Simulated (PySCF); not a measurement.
# C4H11AlOS: the cost of one run

Computed with PySCF 2.14.0, with density-fitted response routines of our own, on a single molecule in the gas phase. Atoms are numbered from 0 throughout.

## 1. The molecule as given

18 atoms, charge 0, multiplicity 1; geometry from: GFN2-xTB.

Bonds of the start (Å): C0–C1 1.52, C1–O2 1.40, O2–Al3 1.64, Al3–S4 2.20, S4–C5 1.84, C5–C6 1.52, C0–H7 1.09, C0–H8 1.09, C0–H9 1.09, C1–H10 1.10, C1–H11 1.10, Al3–H12 1.53, C5–H13 1.09, C5–H14 1.09, C6–H15 1.09, C6–H16 1.09, C6–H17 1.09.

## 2. Excited states and response: CAM-B3LYP/def2-SVPD

The job: settings as JSON, then the geometry in Å.

```
{"job": {"kind": "uv", "xc": "CAM-B3LYP", "basis": "def2-SVPD", "nstates": 8, "ntriplets": 3}, "charge": 0, "multiplicity": 1}
C     -3.084392    -1.469509     0.146841
C     -2.996146    -0.207414    -0.700130
O     -1.681652     0.268064    -0.762376
Al    -0.115605     0.741686    -0.838685
S      1.164517     1.021002     0.928030
C      2.713390     1.266648    -0.035791
C      3.367516    -0.055557    -0.382435
H     -2.767654    -1.254941     1.164812
H     -2.431814    -2.237030    -0.264356
H     -4.106725    -1.838589     0.157597
H     -3.340771    -0.414171    -1.720293
H     -3.630749     0.576686    -0.271365
H      0.492183     1.062794    -2.200283
H      3.358763     1.875418     0.595106
H      2.471004     1.825022    -0.945460
H      3.578880    -0.623468     0.520473
H      2.701068    -0.646517    -1.014397
H      4.299429     0.116194    -0.918464
```

Level: TDDFT CAM-B3LYP/def2-SVPD, vertical, gas phase, core orbitals frozen in the response.

Started as:

```bash
$ OMP_NUM_THREADS=1 python probes_run.py task.json out
```

One launch serves the whole session: the jobs run in the order shown.

**Question.** How long does this job take on 1 thread of Arm Neoverse V1, shared host, and how much memory does it need?

About 78 s, with a peak of 1.1 GiB.
